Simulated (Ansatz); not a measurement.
Working through energies of removing a hydrogen of AlClH5NOSi, SMILES [NH2][Al]([OH])[SiH2]Cl

Program: Ansatz 0.2.0 through its Python package.

Run as a notebook:

```python
import ansatz
```

```python
def energy_of(molecule, charge=0, unpaired=0):
    calc = molecule.calculation().basis(gaussian="6-31G").functional("cam_b3lyp")
    if charge:
        calc = calc.charge(charge)
    if unpaired:
        calc = calc.spin("collinear", total=unpaired)
    report = calc.run(threads=1, pin="off").report
    if report["published_state_doubts"]:
        print("  doubts:", report["published_state_doubts"])
    return report["free_energy_ev"]
```

```python
def without(molecule, index):
    rest = ansatz.Crystal.molecule()
    for i, site in enumerate(molecule.cartesian_sites):
        if i != index:
            rest = rest.atom(site.symbol, site.position_ang)
    return rest
```

```python
system = (
    ansatz.Crystal.molecule()
    .atom("N", (-1.6186, -1.2652, -0.5012))
    .atom("Al", (-0.0559, -0.6904, 0.3559))
    .atom("O", (0.822, -1.8739, 1.4061))
    .atom("Si", (0.851, 1.5097, 0.0495))
    .atom("Cl", (-0.5098, 2.5454, -1.2342))
    .atom("H", (-2.4077, -0.5342, -0.2091))
    .atom("H", (-1.4945, -1.0655, -1.5319))
    .atom("H", (1.5214, -2.3114, 0.7964))
    .atom("H", (0.8558, 2.1973, 1.3962))
    .atom("H", (2.1194, 1.437, -0.5248))
)
```

```python
whole = energy_of(system, 0)
hydrogen = energy_of(ansatz.Crystal.molecule().atom("H", (0, 0, 0)), 0, 1)
print(f"E(molecule) = {whole:.5f} eV, E(H) = {hydrogen:.5f} eV")
for index in [6, 7, 9]:
    radical = energy_of(without(system, index), 0, 1)
    print(f"H{index}: homolysis {96.485332 * (radical + hydrogen - whole):.1f} kJ/mol")
```

    E(molecule) = -30612.49978 eV, E(H) = -13.51936 eV
    H6: homolysis 448.6 kJ/mol
    H7: homolysis 441.3 kJ/mol
    H9: homolysis 337.2 kJ/mol

Notes:
- These settings explore the input space; basis and method may be short of convergence.
- The geometry is a force-field or estimated start, not a minimum of this method, and the basis set is short of its limit. All parts are taken at fixed geometry, without zero-point energy.
- Run time: 33 s on 1 thread of Arm Neoverse V2 (shared host), peak memory 0.33 GiB.

(Lines on the test bed's own set-up are left out of the output.)
